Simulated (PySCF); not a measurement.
# C5H7FO2: magnetic properties

Computed with PySCF 2.14.0 and routines of our own; the level stands in each step. Atoms count from 0.

## 1. The starting structure

15 atoms, charge 0, multiplicity 1; geometry from: GFN2-xTB.

## 2. Magnetic properties: GIAO wB97X-D/pcSseg-1

What the job is given:

```
{"job": {"kind": "mag", "xc": "wB97X-D", "basis": "pcSseg-1", "isotopologues": 2}, "charge": 0, "multiplicity": 1}
O      1.120371    -2.490102     1.159711
C      1.139988    -1.400259     0.649686
O      2.221737    -0.606842     0.695801
C      0.002047    -0.796844    -0.079012
C      0.250737     0.133049    -1.242083
C     -0.257838     0.688170     0.042567
C     -1.683223     1.158852     0.160392
F     -1.775780     2.480606    -0.209339
H      2.933634    -1.050578     1.182114
H     -0.853254    -1.457965    -0.126145
H     -0.424931     0.064065    -2.080723
H      1.276162     0.331846    -1.509713
H      0.440200     1.254239     0.645952
H     -2.044781     1.100118     1.193165
H     -2.349482     0.599636    -0.504286
```

With the program's defaults for keys left out, this is: GIAO wB97X-D/pcSseg-1 magnetisability, rotational g tensor and spin-rotation constants, non-relativistic, gas phase.

Started as:

```
OMP_NUM_THREADS=1 python excited_run.py task.json out
```

This one command runs all jobs of the session in turn.

**Question.** How long does this first job take on 1 thread of Arm Neoverse V2, shared host, and how much memory does it need?

About 31 s, with a peak of 0.79 GiB.
